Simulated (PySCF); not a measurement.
**B4: structure of the singlet**

Where does singlet B4 go from a rhombus start, is the end point a minimum, and what are its modes, charges and moments?

Computed with PySCF 2.14.0. Level: PBE0, basis B def2-TZVP, no relativity, density fitting.

## Step 1: The starting structure

4 atoms, charge 0, spin multiplicity 1.

Bond lengths: B1–B2 1.700 Å, B1–B3 1.700 Å, B1–B4 1.700 Å, B2–B3 1.700 Å, B2–B4 1.700 Å. Angles: B2–B1–B3 60.0°, B2–B1–B4 60.0°, B3–B1–B4 120.0°, B1–B2–B3 60.0°, B1–B2–B4 60.0°, B3–B2–B4 120.0°, B1–B3–B2 60.0°, B1–B4–B2 60.0°.

Coordinates in bohr (charge 0 multiplicity 1):
```
B     0.0000    1.6063    0.0000
B     0.0000   -1.6063    0.0000
B     2.7821    0.0000    0.0000
B    -2.7821    0.0000    0.0000
```

## Step 2: Finding the electronic state

The steps below are one call of a driver around PySCF. For each, scf.py gives the equivalent set-up of the SCF; relaxations use the driver's own optimiser. After this first run the driver tries any further starts and a stability analysis.

Contents of scf.py:

```python
from pyscf import gto, scf, dft
mol = gto.M(atom='''
B      0.000000     0.850000     0.000000
B      0.000000    -0.850000     0.000000
B      1.472200     0.000000     0.000000
B     -1.472200     0.000000     0.000000''',
    basis={'B': 'def2-TZVP'},
    charge=0, spin=0)
mf = dft.RKS(mol, xc='PBE0')
mf.grids.atom_grid = (50, 194)
aux = {'B': 'def2-universal-JKFIT'}
mf = mf.density_fit(auxbasis=aux)
mf.conv_tol = 1e-08
mf.diis_space = 10
mf.max_cycle = 60
mf.init_guess = 'minao'
mf.verbose = 4
mf.kernel()
```

Launch:

```sh
$ OMP_NUM_THREADS=2 python axn.py task.json out
```

Standard output:

```text
init E= -99.455860219862
  HOMO = -0.240310947129124  LUMO = -0.173788156781677  gap/eV = 1.81018
cycle= 1 E= -98.936422334834  delta_E= 0.519  |g|= 0.285  |ddm|= 1.89
  HOMO = -0.229638565701121  LUMO = -0.142399022888782  gap/eV = 2.37391
cycle= 2 E= -98.9127377270158  delta_E= 0.0237  |g|= 0.358  |ddm|= 0.676
  HOMO = -0.263553620905868  LUMO = -0.151769079806905  gap/eV = 3.04181
cycle= 3 E= -98.959159985401  delta_E= -0.0464  |g|= 0.0852  |ddm|= 0.36
  HOMO = -0.265859627888876  LUMO = -0.159629756527385  gap/eV = 2.89066
cycle= 4 E= -98.9618696979927  delta_E= -0.00271  |g|= 0.0145  |ddm|= 0.0749
  HOMO = -0.263024941728617  LUMO = -0.156829052290222  gap/eV = 2.88974
cycle= 5 E= -98.9619485378495  delta_E= -7.88e-05  |g|= 0.00174  |ddm|= 0.0241
  HOMO = -0.263348927534448  LUMO = -0.157172631028434  gap/eV = 2.88920
cycle= 6 E= -98.961949711099  delta_E= -1.17e-06  |g|= 0.000449  |ddm|= 0.00263
  HOMO = -0.263312452433029  LUMO = -0.157167265641508  gap/eV = 2.88836
cycle= 7 E= -98.9619498059942  delta_E= -9.49e-08  |g|= 7.18e-05  |ddm|= 0.000684
  HOMO = -0.263314438102881  LUMO = -0.157172411809235  gap/eV = 2.88827
cycle= 8 E= -98.9619498086848  delta_E= -2.69e-09  |g|= 2.2e-06  |ddm|= 0.000113
  HOMO = -0.263314060257859  LUMO = -0.157172038920958  gap/eV = 2.88827
Extra cycle  E= -98.9619498086922  delta_E= -7.42e-12  |g|= 7.87e-07  |ddm|= 6.32e-06
converged SCF energy = -98.9619498086922
```

This step, with its further starts and checks, ran for 13 s (2 threads of Intel Xeon Platinum 8559C (Emerald Rapids), shared host).

Energies from each starting density:

```
                      start  energy (Eh)
    the minimal-basis guess   -98.961950
a thermally smeared density   -98.961950
      a smeared PBE density   -98.961950
```

The test of internal stability and the other starts found no lower closed-shell solution.

## Step 3: Relaxation: rhombus start, singlet

The program finds D2h symmetry in the start, which this walk keeps.

Edit scf.py of step 2 so:

```diff
@@ -3,4 +3,4 @@
-B      0.000000     0.850000     0.000000
-B      0.000000    -0.850000     0.000000
-B      1.472200     0.000000     0.000000
-B     -1.472200     0.000000     0.000000''',
+B      0.000000     0.850000    -0.000000
+B     -0.000000    -0.850000     0.000000
+B      1.472200    -0.000000     0.000000
+B     -1.472200     0.000000    -0.000000''',
@@ -16 +15,0 @@
-mf.init_guess = 'minao'
```

The optimiser's trace:

```
step  energy (Eh)  change (kJ/mol)  largest symmetric gradient (Eh/bohr)
   0   -98.961950             0.00                               0.09953
   1   -98.998897           -97.00                               0.05649
   2   -99.009257          -124.20                               0.03624
   3   -99.012015          -131.45                               0.00955
   4   -99.012517          -132.76                               0.00527
   5   -99.012909          -133.79                               0.00116
   6   -99.012944          -133.88                               0.00030
   7   -99.012946          -133.89                               0.00003
```

The walk took 18 s.

Positions (Å) and forces (eV/Å) along the way:

```
step 0
B    0.000   0.850   0.000   0.000  -1.124   0.000
B    0.000  -0.850   0.000   0.000   1.124   0.000
B    1.472   0.000   0.000  -5.118   0.000   0.000
B   -1.472   0.000   0.000   5.118   0.000   0.000
step 1
B    0.000   0.858   0.000   0.000  -0.351   0.000
B    0.000  -0.858   0.000   0.000   0.351   0.000
B    1.349   0.000   0.000  -2.904   0.000   0.000
B   -1.349   0.000   0.000   2.905   0.000   0.000
step 4
B    0.000   0.906   0.000   0.000   0.271   0.000
B    0.000  -0.906   0.000   0.000  -0.271   0.000
B    1.226   0.000   0.000  -0.140   0.000   0.000
B   -1.226   0.000   0.000   0.140   0.000   0.000
step 7
B    0.000   0.939   0.000   0.000   0.002   0.000
B    0.000  -0.939   0.000   0.000  -0.002   0.000
B    1.197   0.000   0.000  -0.001   0.000   0.000
B   -1.197   0.000   0.000   0.001   0.000   0.000
```

End point (D2h, 7 steps, 133.9 kJ/mol gained): B–B 1.521 Å (×4), B–B 1.878 Å; B–B–B 51.9° (×4), B–B–B 76.2° (×2), B–B–B 103.8° (×2).

## Step 4: Is it a minimum? Harmonic modes

On the finer grid the gradient is checked again; gradients at displacements of ±0.02 bohr then give force constants and infrared intensities.

Edit scf.py of step 3 so:

```diff
@@ -3,4 +3,4 @@
-B      0.000000     0.850000    -0.000000
-B     -0.000000    -0.850000     0.000000
-B      1.472200    -0.000000     0.000000
-B     -1.472200     0.000000    -0.000000''',
+B      0.000000     0.938791    -0.000000
+B     -0.000000    -0.938791     0.000000
+B      1.197304    -0.000000     0.000000
+B     -1.197304     0.000000    -0.000000''',
@@ -10 +10 @@
-mf.grids.atom_grid = (50, 194)
+mf.grids.atom_grid = (75, 302)
@@ -13 +13 @@
-mf.conv_tol = 1e-08
+mf.conv_tol = 1e-10
```

The driver hands on the density of the step before, so the log starts near convergence.

SCF at the final geometry:

```text
init E= -99.012947662831
  HOMO = -0.273041550733463  LUMO = -0.120990344375736  gap/eV = 4.13752
cycle= 1 E= -99.012947662831  delta_E= -2.84e-14  |g|= 1.7e-07  |ddm|= 3.49e-07
  HOMO = -0.273041598008627  LUMO = -0.120990365357903  gap/eV = 4.13752
Extra cycle  E= -99.0129476628309  delta_E= 1.71e-13  |g|= 1.89e-07  |ddm|= 3.4e-07
converged SCF energy = -99.0129476628309
```

The whole step took 42 s.

Geometry: D2h; B–B 1.521 Å (×4), B–B 1.878 Å; B–B–B 51.9° (×4), B–B–B 76.2° (×2), B–B–B 103.8° (×2).

Harmonic modes (main isotopes):

```csv
symmetry,ω (cm⁻¹),IR (km/mol),μ (u)
b3u,313,0.3,11.01
ag,345,0.0,11.01
b2u,1078,0.3,11.01
ag,1191,0.0,11.01
b1u,1287,10.6,11.01
b3g,1294,0.0,11.01
```

All wavenumbers are real: a minimum.

Constants and moments:

```yaml
Dipole_moment: 0.00 D
Highest_occupied_level: -7.43 eV
Lowest_empty_level: -3.29 eV
Rotational_constants: 0.8687, 0.5341, 0.3307 cm⁻¹
Zero-point_energy: 33.0 kJ/mol
Principal_polarisabilities: 36.3, 56.3, 83.6 bohr³
Atomisation_energy_without_zero-point_energy: 1417 kJ/mol
Principal_traceless_quadrupole_moments_about_the_centre_of_mass: -0.97, -0.46, 1.44 D Å
Entropy_at_298.15_K_and_1_bar: 247.4 J/(mol K)
Heat_capacity_Cp_at_298.15_K: 50.2 J/(mol K)
Enthalpy_at_298.15_K_above_0_K: 12.12 kJ/mol
Rotational_symmetry_number: 4
```

Populations by atom (charges in e):

| atom | Mulliken | Löwdin | polar tensor | Mayer order to B1 |
| --- | --- | --- | --- | --- |
| B1 | -0.03 | -0.06 | -0.08 | – |
| B2 | -0.03 | -0.06 | -0.08 | 0.72 |
| B3,4 | 0.03 | 0.06 | 0.08 | 1.42 |

Mulliken populations on B1: s 3.06, p 1.86, d 0.09, f 0.01.

## Step 5: Would spin polarisation lower it?

At the lowest minimum the closed shell is tested against spin polarisation, on the (50, 194) grid. It is stable.

## Step 6: Results

```
                                 quantity                                                                                 value
                                  minimum                                                                          singlet, D2h
                                 geometry  B–B 1.521 Å (×4), B–B 1.878 Å; B–B–B 51.9° (×4), B–B–B 76.2° (×2), B–B–B 103.8° (×2)
                       wavenumbers (cm⁻¹)                    313 (b3u), 345 (ag), 1078 (b2u), 1191 (ag), 1287 (b1u), 1294 (b3g)
                            dipole moment                                                                                0.00 D
     highest occupied, lowest empty level                                                                       -7.43, -3.29 eV
                polar-tensor charge of B1                                                                               -0.08 e
                        zero-point energy                                                                           33.0 kJ/mol
                      entropy at 298.15 K                                                                       247.4 J/(mol K)
atomisation energy (no zero-point energy)                                                                           1417 kJ/mol
```

In words: The rhombus start keeps its D2h symmetry and ends in a minimum. The strongest infrared band lies at 1287 cm⁻¹ (b1u). Only this shape and spin were tried, so other structures or states may lie lower.

The search up to here ran for 76 s (2 threads of Intel Xeon Platinum 8559C (Emerald Rapids), shared host).
